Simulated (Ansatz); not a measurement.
**BAsH₄ + NH₃: a complex and its separated parts, part 1 of 2**

The complex below is one end of an elementary step. How strongly is it bound against its free parts?

Program: Ansatz 0.2.0, Gaussian basis. Level of theory: PBE0-D4/def2-TZVP structures, single points in def2-TZVPP, no counterpoise correction. These are calculated values, not measurements.

Levels: SPW92, PBE-D4, BLYP-D4, r2SCAN-D4, B97M-V, PBE0-D4, B3LYP-D4, r2SCAN0-D4, BHLYP-D4, CAM-B3LYP-D4, wB97X-V, wB97M-V, B2PLYP, PBE-QIDH, RPA on PBE, Hartree-Fock, MP2, CCSD, CCSD(T).

Cores are frozen in the correlated methods. Filled d shells of the heavier atoms are correlated. B3LYP uses VWN-RPA correlation. B2PLYP carries no dispersion term here.

94 further runs of the same task are left out: 94 set aside as unsound or not needed. Runs told in other sessions of the task aren't counted.

## (1) Starting geometry

The complex: 10 atoms, charge 0, spin multiplicity 1.

Atoms are counted from 1 here; the program's logs count them from 0.

Bond lengths: B1–N2 1.624 Å, B1–H3 1.208 Å, B1–H4 1.208 Å, B1–As6 2.072 Å, N2–H5 1.016 Å, N2–H7 1.018 Å, N2–H8 1.016 Å, As6–H9 1.532 Å, As6–H10 1.533 Å. Angles: N2–B1–H3 106.5°, N2–B1–H4 106.5°, N2–B1–As6 109.2°, H3–B1–H4 113.5°, H3–B1–As6 110.5°, H4–B1–As6 110.5°, B1–N2–H5 110.2°, B1–N2–H7 112.0°, B1–N2–H8 110.2°, H5–N2–H7 108.4°, H5–N2–H8 107.3°, H7–N2–H8 108.4°, B1–As6–H9 97.1°, B1–As6–H10 97.1°, H9–As6–H10 91.8°.

As a file:

```xyz
10
charge 0, multiplicity 1
B     0.3267   -0.0895   -0.8209
N    -0.4474    1.0204    0.0768
H     1.3849    0.4017   -1.1347
H    -0.3909   -0.3290   -1.7629
H    -1.3427    0.6564    0.3909
As    0.6281   -1.7962    0.3153
H    -0.6133    1.8812   -0.4398
H     0.0960    1.2429    0.9061
H    -0.7878   -1.8928    0.8935
H     1.1464   -1.0952    1.5756
```

Its parts: BAsH₄ holds atoms 1, 3, 4, 6, 9, 10; NH₃ holds atoms 2, 5, 7, 8. Each part counts its atoms afresh in its own runs.

## (2) Relaxing BAsH₄ alone

The input, relax-a/in.yaml:

```yaml
crystal:
  periodic: [false, false, false]
  atoms:
    - {symbol: B, position_ang: [0.326653, -0.089476, -0.820919]}
    - {symbol: H, position_ang: [1.384892, 0.401695, -1.134685]}
    - {symbol: H, position_ang: [-0.390895, -0.328970, -1.762899]}
    - {symbol: As, position_ang: [0.628139, -1.796212, 0.315258]}
    - {symbol: H, position_ang: [-0.787800, -1.892755, 0.893475]}
    - {symbol: H, position_ang: [1.146395, -1.095175, 1.575641]}
basis:
  gaussian: {orbitals: def2-TZVP}
hamiltonian: {xc: pbe0, dispersion: d4}
relax: {f_tol: 0.005, max_steps: 200}
```

Command:

```sh
> ansatz run in.yaml --threads 4 --pin off --events-out ev --progress --plain --max-ram 9574MiB
```

Output (excerpt; [...] marks lines left out):

```text
Functional definition: PBE0
  name "PBE0"
  cite "Adamo & Barone, J. Chem. Phys. 110, 6158 (1999) doi:10.1063/1.478522"
  cite "Perdew, Burke & Ernzerhof, Phys. Rev. Lett. 77, 3865 (1996) doi:10.1103/PhysRevLett.77.3865"
  parent pbe
[...]
768 factors; their error is unknown
[...]
mean field -61572.97548591 eV, -2262.7651134453 hartree, gradient 1.2e-5 eV, S^2 0.000000; 0 other end points of the search recorded, 0 dependent functions left out
[...]
reference -61572.97551482 eV, -2262.7651145077 hartree; 21, 21 occupied and 82, 82 virtual orbitals, 768 factors
[...]
reference -61573.56237902 eV, -2262.7866813695 hartree; 21, 21 occupied and 82, 82 virtual orbitals, 768 factors
Total energy: -61573.62921151 eV, -2262.7891374183 hartree
Atom 0 at     0.451377    -0.293252    -0.935859 Å, force     0.000130     0.001396    -0.001930 eV/Å
Atom 1 at     1.354152     0.477387    -1.055027 Å, force     0.001353     0.000623     0.000950 eV/Å
Atom 2 at    -0.466116    -0.272247    -1.697995 Å, force    -0.001658    -0.000636    -0.000103 eV/Å
Atom 3 at     0.607246    -1.781954     0.358607 Å, force    -0.000672    -0.001171     0.003231 eV/Å
Atom 4 at    -0.821133    -1.877875     0.844322 Å, force     0.001159     0.000200    -0.000815 eV/Å
Atom 5 at     1.181858    -1.052952     1.551823 Å, force    -0.000312    -0.000412    -0.001333 eV/Å
Dipole moment:    -0.045298     0.043256     0.077804 e Å
```

Wall time 6 s (4 threads of Arm Neoverse V2, shared host).

Step by step:

| step | energy from step 1 (eV) | largest force component (eV/Å) |
| --- | --- | --- |
| 1 | 0.0000 | 2.7361 |
| 2 | -0.5213 | 0.7749 |
| 3 | -0.5683 | 0.5355 |
| 4 | -0.5848 | 0.1187 |
| 5 | -0.5861 | 0.1128 |
| 6 | -0.5870 | 0.0065 |
| 7 | -0.5870 | 0.0032 |

Close pairs (by a distance rule), those that changed most:

| bond | before (Å) | after (Å) | change (Å) |
| --- | --- | --- | --- |
| B1–As4 | 2.072 | 1.979 | -0.093 |
| As4–H6 | 1.533 | 1.512 | -0.021 |
| As4–H5 | 1.532 | 1.512 | -0.021 |
| B1–H2 | 1.208 | 1.193 | -0.015 |
| B1–H3 | 1.208 | 1.193 | -0.015 |

## (3) Relaxing NH₃ alone

The input, relax-b/in.yaml:

```yaml
crystal:
  periodic: [false, false, false]
  atoms:
    - {symbol: N, position_ang: [-0.447424, 1.020378, 0.076769]}
    - {symbol: H, position_ang: [-1.342668, 0.656359, 0.390931]}
    - {symbol: H, position_ang: [-0.613341, 1.881174, -0.439806]}
    - {symbol: H, position_ang: [0.096048, 1.242884, 0.906137]}
basis:
  gaussian: {orbitals: def2-TZVP}
hamiltonian: {xc: pbe0, dispersion: d4}
relax: {f_tol: 0.005, max_steps: 200}
```

Command:

```sh
> ansatz run in.yaml --threads 4 --pin off --events-out ev --progress --plain --max-ram 9574MiB
```

Output (excerpt; [...] marks lines left out):

```text
[... 5 set-up lines as earlier in the session ...]
[...]
287 factors; their error is unknown
[...]
mean field -1537.79553629 eV, -56.5129436034 hartree, gradient 4.4e-6 eV, S^2 0.000000; 0 other end points of the search recorded, 0 dependent functions left out
[...]
Total energy: -1537.80844354 eV, -56.5134179359 hartree
Atom 0 at    -0.442440     1.011531     0.072961 Å, force    -0.000325     0.000521     0.000311 eV/Å
Atom 1 at    -1.340464     0.665359     0.387667 Å, force     0.000386     0.000057    -0.000119 eV/Å
Atom 2 at    -0.615461     1.874991    -0.426863 Å, force     0.000119    -0.000404     0.000128 eV/Å
Atom 3 at     0.090980     1.248914     0.900266 Å, force    -0.000180    -0.000174    -0.000321 eV/Å
Dipole moment:    -0.168170     0.236062     0.200879 e Å
```

It took 0.8 s on 4 threads of Arm Neoverse V2, shared host.

The steps of the relaxation:

| step | energy from step 1 (eV) | largest force component (eV/Å) |
| --- | --- | --- |
| 1 | 0.0000 | 0.2240 |
| 2 | -0.0034 | 0.0526 |
| 3 | -0.0038 | 0.0144 |
| 4 | -0.0038 | 0.0058 |
| 5 | -0.0038 | 0.0005 |

Close pairs (by a distance rule), those that changed most:

| bond | before (Å) | after (Å) | change (Å) |
| --- | --- | --- | --- |
| N1–H3 | 1.018 | 1.013 | -0.005 |
| N1–H4 | 1.016 | 1.013 | -0.004 |
| N1–H2 | 1.016 | 1.013 | -0.004 |

## (4) SPW92/def2-TZVPP

The input, parta/in.yaml:

```yaml
crystal:
  periodic: [false, false, false]
  atoms:
    - {symbol: B, position_ang: [0.451377, -0.293252, -0.935859]}
    - {symbol: H, position_ang: [1.354152, 0.477387, -1.055027]}
    - {symbol: H, position_ang: [-0.466116, -0.272247, -1.697995]}
    - {symbol: As, position_ang: [0.607246, -1.781954, 0.358607]}
    - {symbol: H, position_ang: [-0.821133, -1.877875, 0.844322]}
    - {symbol: H, position_ang: [1.181858, -1.052952, 1.551823]}
basis:
  gaussian: {orbitals: def2-TZVPP}
hamiltonian: {xc: lda}
```

The input, partb/in.yaml:

```yaml
crystal:
  periodic: [false, false, false]
  atoms:
    - {symbol: N, position_ang: [-0.442440, 1.011531, 0.072961]}
    - {symbol: H, position_ang: [-1.340464, 0.665359, 0.387667]}
    - {symbol: H, position_ang: [-0.615461, 1.874991, -0.426863]}
    - {symbol: H, position_ang: [0.090980, 1.248914, 0.900266]}
basis:
  gaussian: {orbitals: def2-TZVPP}
hamiltonian: {xc: lda}
```

Each run has its own folder and the same command.

Command:

```sh
> ansatz run in.yaml --threads 4 --pin off --events-out ev --progress --plain --max-ram 9574MiB
```

Output in parta (excerpt; [...] marks lines left out):

```text
Functional definition: SPW92
  name "SPW92"
  cite "Dirac, Proc. Camb. Phil. Soc. 26, 376 (1930) doi:10.1017/S0305004100016108"
  cite "Slater, Phys. Rev. 81, 385 (1951) doi:10.1103/PhysRev.81.385"
  cite "Perdew & Wang, Phys. Rev. B 45, 13244 (1992) doi:10.1103/PhysRevB.45.13244"
[...]
778 factors; their error is unknown
[...]
mean field -61483.62767525 eV, -2259.4816419658 hartree, gradient 3.5e-5 eV, S^2 0.000000; 0 other end points of the search recorded, 0 dependent functions left out
reference -61483.62771144 eV, -2259.4816432958 hartree; 21, 21 occupied and 114, 114 virtual orbitals, 778 factors
Total energy: -61483.62771144 eV, -2259.4816432958 hartree
```

Output in partb (excerpt; [...] marks lines left out):

```text
[... 5 set-up lines as earlier in the session ...]
[...]
332 factors; their error is unknown
[...]
mean field -1526.58939523 eV, -56.1011255154 hartree, gradient 8.6e-5 eV, S^2 0.000000; 0 other end points of the search recorded, 0 dependent functions left out
reference -1526.58941464 eV, -56.1011262284 hartree; 5, 5 occupied and 68, 68 virtual orbitals, 332 factors
Total energy: -1526.58941464 eV, -56.1011262284 hartree
```

They took 0.4 s (parta), 0.15 s (partb) on 4 threads of Arm Neoverse V2, shared host.

## (5) PBE-D4/def2-TZVPP

Each input of step 4 (parta, partb) changes in the same lines:

```diff
-hamiltonian: {xc: lda}
+hamiltonian: {xc: pbe, dispersion: d4}
```

The same command starts each run, in its folder.

Command:

```sh
> ansatz run in.yaml --threads 4 --pin off --events-out ev --progress --plain --max-ram 9574MiB
```

Output in parta (excerpt; [...] marks lines left out):

```text
Functional definition: PBE
  name "PBE"
[... 2 set-up lines as earlier in the session ...]
[...]
778 factors; their error is unknown
[...]
mean field -61571.49204838 eV, -2262.7105981215 hartree, gradient 1.5e-5 eV, S^2 0.000000; 0 other end points of the search recorded, 0 dependent functions left out
reference -61571.49208685 eV, -2262.7105995356 hartree; 21, 21 occupied and 114, 114 virtual orbitals, 778 factors
Total energy: -61571.57260913 eV, -2262.7135586747 hartree
```

partb printed (excerpt; [...] marks lines left out):

```text
[... 4 set-up lines as earlier in the session ...]
[...]
332 factors; their error is unknown
[...]
mean field -1537.73154242 eV, -56.5105918719 hartree, gradient 5.7e-5 eV, S^2 0.000000; 0 other end points of the search recorded, 0 dependent functions left out
reference -1537.73156276 eV, -56.5105926197 hartree; 5, 5 occupied and 68, 68 virtual orbitals, 332 factors
Total energy: -1537.74294083 eV, -56.5110107559 hartree
```

Wall times: 0.6 s (parta), 0.15 s (partb) on 4 threads of Arm Neoverse V2, shared host.

## (6) BLYP-D4/def2-TZVPP

Each input of step 5 (parta, partb) changes in the same lines:

```diff
-hamiltonian: {xc: pbe, dispersion: d4}
+hamiltonian: {xc: {name: BLYP}, dispersion: d4}
```

Each run has its own folder and the same command.

Command:

```sh
> ansatz run in.yaml --threads 4 --pin off --events-out ev --progress --plain --max-ram 9574MiB
```

Output in parta (excerpt; [...] marks lines left out):

```text
Functional definition: BLYP
  name "BLYP"
  cite "Becke, Phys. Rev. A 38, 3098 (1988) doi:10.1103/PhysRevA.38.3098"
  cite "Lee, Yang & Parr, Phys. Rev. B 37, 785 (1988) doi:10.1103/PhysRevB.37.785"
[...]
778 factors; their error is unknown
[...]
mean field -61582.82558271 eV, -2263.1270978261 hartree, gradient 1.6e-5 eV, S^2 0.000000; 0 other end points of the search recorded, 0 dependent functions left out
reference -61582.82590295 eV, -2263.1271095948 hartree; 21, 21 occupied and 114, 114 virtual orbitals, 778 factors
Total energy: -61583.00743801 eV, -2263.1337808853 hartree
```

Log of partb (excerpt; [...] marks lines left out):

```text
[... 4 set-up lines as earlier in the session ...]
[...]
332 factors; their error is unknown
[...]
mean field -1539.10792990 eV, -56.5611731791 hartree, gradient 5.2e-5 eV, S^2 0.000000; 0 other end points of the search recorded, 0 dependent functions left out
reference -1539.10811548 eV, -56.5611799989 hartree; 5, 5 occupied and 68, 68 virtual orbitals, 332 factors
Total energy: -1539.13556511 eV, -56.5621887541 hartree
```

They took 0.65 s (parta), 0.2 s (partb) on 4 threads of Arm Neoverse V2, shared host.

## (7) r2SCAN-D4/def2-TZVPP

The same edit goes into each in.yaml of step 6 (parta, partb):

```diff
-hamiltonian: {xc: {name: BLYP}, dispersion: d4}
+hamiltonian: {xc: r2scan, dispersion: d4}
```

Each run has its own folder and the same command.

Command:

```sh
> ansatz run in.yaml --threads 4 --pin off --events-out ev --progress --plain --max-ram 9574MiB
```

Log of parta (excerpt; [...] marks lines left out):

```text
Functional definition: r2SCAN
  name "r2SCAN"
  cite "Furness, Kaplan, Ning, Perdew & Sun, J. Phys. Chem. Lett. 11, 8208 (2020) doi:10.1021/acs.jpclett.0c02405"
  cite "Furness, Kaplan, Ning, Perdew & Sun, J. Phys. Chem. Lett. 11, 9248 (2020) doi:10.1021/acs.jpclett.0c03077"
  parent r2scan
[...]
778 factors; their error is unknown
[...]
mean field -61581.30102236 eV, -2263.0710712668 hartree, gradient 6.8e-5 eV, S^2 0.000000; 0 other end points of the search recorded, 0 dependent functions left out
reference -61581.30103339 eV, -2263.0710716721 hartree; 21, 21 occupied and 114, 114 virtual orbitals, 778 factors
Total energy: -61581.31875983 eV, -2263.0717231068 hartree
```

partb printed (excerpt; [...] marks lines left out):

```text
[... 5 set-up lines as earlier in the session ...]
[...]
332 factors; their error is unknown
[...]
mean field -1538.76470821 eV, -56.5485600145 hartree, gradient 2.9e-5 eV, S^2 0.000000; 0 other end points of the search recorded, 0 dependent functions left out
reference -1538.76471466 eV, -56.5485602517 hartree; 5, 5 occupied and 68, 68 virtual orbitals, 332 factors
Total energy: -1538.76742765 eV, -56.5486599521 hartree
```

Times: 1.2 s (parta), 0.45 s (partb) on 4 threads of Arm Neoverse V2, shared host.

## (8) B97M-V/def2-TZVPP

The same edit goes into each in.yaml of step 7 (parta, partb):

```diff
-hamiltonian: {xc: r2scan, dispersion: d4}
+hamiltonian: {xc: {name: B97M-V}}
```

Each run has its own folder and the same command.

Command:

```sh
> ansatz run in.yaml --threads 4 --pin off --events-out ev --progress --plain --max-ram 9574MiB
```

Output in parta (excerpt; [...] marks lines left out):

```text
Functional definition: B97M-V
  name "B97M-V"
  cite "Mardirossian & Head-Gordon, J. Chem. Phys. 142, 074111 (2015) doi:10.1063/1.4907719"
  cite "Becke, J. Chem. Phys. 107, 8554 (1997) doi:10.1063/1.475007"
  cite "Vydrov & Van Voorhis, J. Chem. Phys. 133, 244103 (2010) doi:10.1063/1.3521275"
  # Of w^i u^j: cxij and so on, Table III.
[...]
  gx(w, u) = cx00 + cx01*u + cx02*u^2 + (cx10 + cx11*u)*w
[...]
  gos(w, u) = cos00 + cos01*u + cos03*u^3 + cos10*w + cos32*w^3*u^2
[...]
      + integral(e_c_pw_mod_opposite_spin*gos(b97_w_opposite, b97_u_opposite)) + vv10(b, c)
778 factors; their error is unknown
[...]
mean field -61571.21358590 eV, -2262.7003648141 hartree, gradient 5.8e-5 eV, S^2 0.000000; 0 other end points of the search recorded, 0 dependent functions left out
reference -61571.21364040 eV, -2262.7003668170 hartree; 21, 21 occupied and 114, 114 virtual orbitals, 778 factors
Total energy: -61571.21364040 eV, -2262.7003668170 hartree
```

Log of partb (excerpt; [...] marks lines left out):

```text
[... 5 set-up lines as earlier in the session ...]
  # Of w^i u^j: cxij and so on, Table III.
[...]
  gx(w, u) = cx00 + cx01*u + cx02*u^2 + (cx10 + cx11*u)*w
[...]
  gos(w, u) = cos00 + cos01*u + cos03*u^3 + cos10*w + cos32*w^3*u^2
[...]
      + integral(e_c_pw_mod_opposite_spin*gos(b97_w_opposite, b97_u_opposite)) + vv10(b, c)
332 factors; their error is unknown
[...]
mean field -1539.38744326 eV, -56.5714451056 hartree, gradient 4.5e-5 eV, S^2 0.000000; 0 other end points of the search recorded, 0 dependent functions left out
reference -1539.38747609 eV, -56.5714463118 hartree; 5, 5 occupied and 68, 68 virtual orbitals, 332 factors
Total energy: -1539.38747609 eV, -56.5714463118 hartree
```

They took 2.4 s (parta), 0.55 s (partb) on 4 threads of Arm Neoverse V2, shared host.

## (9) PBE0-D4/def2-TZVPP

The same edit goes into each in.yaml of step 8 (parta, partb):

```diff
-hamiltonian: {xc: {name: B97M-V}}
+hamiltonian: {xc: pbe0, dispersion: d4}
+output: {orbitals: {seedname: orbitals}}
```

The same command starts each run, in its folder.

Command:

```sh
> ansatz run in.yaml --threads 4 --pin off --events-out ev --progress --plain --max-ram 9574MiB
```

Output in parta (excerpt; [...] marks lines left out):

```text
[... 5 set-up lines as earlier in the session ...]
[...]
828 factors; their error is unknown
[...]
mean field -61573.58679937 eV, -2262.7875788008 hartree, gradient 5.8e-5 eV, S^2 0.000000; 0 other end points of the search recorded, 0 dependent functions left out
reference -61573.58682793 eV, -2262.7875798502 hartree; 21, 21 occupied and 114, 114 virtual orbitals, 828 factors
Total energy: -61573.65366042 eV, -2262.7900358989 hartree
```

Output in partb (excerpt; [...] marks lines left out):

```text
[... 5 set-up lines as earlier in the session ...]
[...]
332 factors; their error is unknown
[...]
mean field -1537.87184219 eV, -56.5157477935 hartree, gradient 7.6e-6 eV, S^2 0.000000; 0 other end points of the search recorded, 0 dependent functions left out
reference -1537.87185811 eV, -56.5157483784 hartree; 5, 5 occupied and 68, 68 virtual orbitals, 332 factors
Total energy: -1537.88097397 eV, -56.5160833802 hartree
```

They took 0.7 s (parta), 0.2 s (partb) on 4 threads of Arm Neoverse V2, shared host.

## (10) B3LYP-D4/def2-TZVPP

Each input of step 9 (parta, partb) changes in the same lines:

```diff
-hamiltonian: {xc: pbe0, dispersion: d4}
-output: {orbitals: {seedname: orbitals}}
+hamiltonian: {xc: {name: B3LYP}, dispersion: d4}
```

Each run has its own folder and the same command.

Command:

```sh
> ansatz run in.yaml --threads 4 --pin off --events-out ev --progress --plain --max-ram 9574MiB
```

Output in parta (excerpt; [...] marks lines left out):

```text
Functional definition: B3LYP
  name "B3LYP"
  cite "Stephens, Devlin, Chabalowski & Frisch, J. Phys. Chem. 98, 11623 (1994) doi:10.1021/j100096a001"
[... 2 set-up lines as earlier in the session ...]
  cite "Vosko, Wilk & Nusair, Can. J. Phys. 58, 1200 (1980) doi:10.1139/p80-159"
[...]
821 factors; their error is unknown
[...]
mean field -61583.61146767 eV, -2263.1559785657 hartree, gradient 1.4e-5 eV, S^2 0.000000; 0 other end points of the search recorded, 0 dependent functions left out
reference -61583.61170608 eV, -2263.1559873273 hartree; 21, 21 occupied and 114, 114 virtual orbitals, 821 factors
Total energy: -61583.74369382 eV, -2263.1608377870 hartree
```

Log of partb (excerpt; [...] marks lines left out):

```text
[... 6 set-up lines as earlier in the session ...]
[...]
332 factors; their error is unknown
[...]
mean field -1539.85469755 eV, -56.5886163841 hartree, gradient 2.6e-5 eV, S^2 0.000000; 0 other end points of the search recorded, 0 dependent functions left out
reference -1539.85483717 eV, -56.5886215147 hartree; 5, 5 occupied and 68, 68 virtual orbitals, 332 factors
Total energy: -1539.87289819 eV, -56.5892852452 hartree
```

Wall times: 0.75 s (parta), 0.2 s (partb) on 4 threads of Arm Neoverse V2, shared host.

## (11) r2SCAN0-D4/def2-TZVPP

The same edit goes into each in.yaml of step 10 (parta, partb):

```diff
-hamiltonian: {xc: {name: B3LYP}, dispersion: d4}
+hamiltonian: {xc: {name: r2SCAN0}, dispersion: d4}
```

One command serves all of them, each in its own folder.

Command:

```sh
> ansatz run in.yaml --threads 4 --pin off --events-out ev --progress --plain --max-ram 9574MiB
```

Log of parta (excerpt; [...] marks lines left out):

```text
Functional definition: r2SCAN0
  name "r2SCAN0"
  cite "Bursch, Neugebauer, Ehlert & Grimme, J. Chem. Phys. 156, 134105 (2022) doi:10.1063/5.0086040"
[... 3 set-up lines as earlier in the session ...]
[...]
828 factors; their error is unknown
[...]
mean field -61580.92771923 eV, -2263.0573526297 hartree, gradient 1.4e-5 eV, S^2 0.000000; 0 other end points of the search recorded, 0 dependent functions left out
reference -61580.92772798 eV, -2263.0573529514 hartree; 21, 21 occupied and 114, 114 virtual orbitals, 828 factors
Total energy: -61580.94888890 eV, -2263.0581306008 hartree
```

partb printed (excerpt; [...] marks lines left out):

```text
[... 6 set-up lines as earlier in the session ...]
[...]
332 factors; their error is unknown
[...]
mean field -1538.56924134 eV, -56.5413767396 hartree, gradient 4.5e-5 eV, S^2 0.000000; 0 other end points of the search recorded, 0 dependent functions left out
reference -1538.56924643 eV, -56.5413769265 hartree; 5, 5 occupied and 68, 68 virtual orbitals, 332 factors
Total energy: -1538.57224778 eV, -56.5414872241 hartree
```

Wall times: 1.4 s (parta), 0.45 s (partb) on 4 threads of Arm Neoverse V2, shared host.

## (12) BHLYP-D4/def2-TZVPP

The same edit goes into each in.yaml of step 11 (parta, partb):

```diff
-hamiltonian: {xc: {name: r2SCAN0}, dispersion: d4}
+hamiltonian: {xc: {name: BHLYP}, dispersion: d4}
```

The same command starts each run, in its folder.

Command:

```sh
> ansatz run in.yaml --threads 4 --pin off --events-out ev --progress --plain --max-ram 9574MiB
```

Log of parta (excerpt; [...] marks lines left out):

```text
Functional definition: BHLYP
  name "BHLYP"
  cite "Becke, J. Chem. Phys. 98, 1372 (1993) doi:10.1063/1.464304"
[... 2 set-up lines as earlier in the session ...]
[...]
903 factors; their error is unknown
[...]
mean field -61581.32311813 eV, -2263.0718832714 hartree, gradient 2.9e-5 eV, S^2 0.000000; 0 other end points of the search recorded, 0 dependent functions left out
reference -61581.32327898 eV, -2263.0718891826 hartree; 21, 21 occupied and 114, 114 virtual orbitals, 903 factors
Total energy: -61581.42645572 eV, -2263.0756808577 hartree
```

Log of partb (excerpt; [...] marks lines left out):

```text
[... 5 set-up lines as earlier in the session ...]
[...]
346 factors; their error is unknown
[...]
mean field -1538.73561142 eV, -56.5474907271 hartree, gradient 7.6e-5 eV, S^2 0.000000; 0 other end points of the search recorded, 0 dependent functions left out
reference -1538.73570806 eV, -56.5474942787 hartree; 5, 5 occupied and 68, 68 virtual orbitals, 346 factors
Total energy: -1538.74640833 eV, -56.5478875062 hartree
```

They took 0.85 s (parta), 0.2 s (partb) on 4 threads of Arm Neoverse V2, shared host.

(Continued in part 2 of 2.)
